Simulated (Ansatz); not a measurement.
Crystal: Cd2S.

```
Cd S
1.0
     3.96267    0.00000    0.00000
    -1.98134    3.43177    0.00000
     0.00000    0.00000    5.80919
Cd S
2 1
Direct
  0.33333 0.66667 0.93272
  0.66667 0.33333 0.57873
  0.33333 0.66667 0.36571
```

The cell comes from a database or a generator and needn't be the stable form of this composition.

Program: Ansatz 0.2.0. Alike in all runs: cell as given; cutoff (eV) 229; basis error allowed 0.002 eV/atom.

Q: Order these runs on this cell by their band gap on the k mesh, lowest first.
A. level PBEsol; potentials or basis all-electron LAPW, relativistic spinors; spin SOC, no magnetisation; k mesh 6 × 6 × 4; smearing fermi-dirac 0.05 eV
B. level PBEsol; potentials or basis all-electron LAPW, scalar-relativistic; spin off; k mesh 5 × 5 × 3; smearing fermi-dirac 0.03 eV
C. level PBE; potentials or basis all-electron LAPW, scalar-relativistic; spin off; k mesh 8 × 8 × 5; smearing fermi-dirac 0.05 eV

A: A (metal), C (0.24 eV), B (1.20 eV).

Caveats: the k mesh is thin for a metal, which can move the energy by tens of meV per atom (some runs); an odd mesh through Γ misses points on the zone boundary, where band edges often lie (some runs).

Not every run made on this cell is shown here.
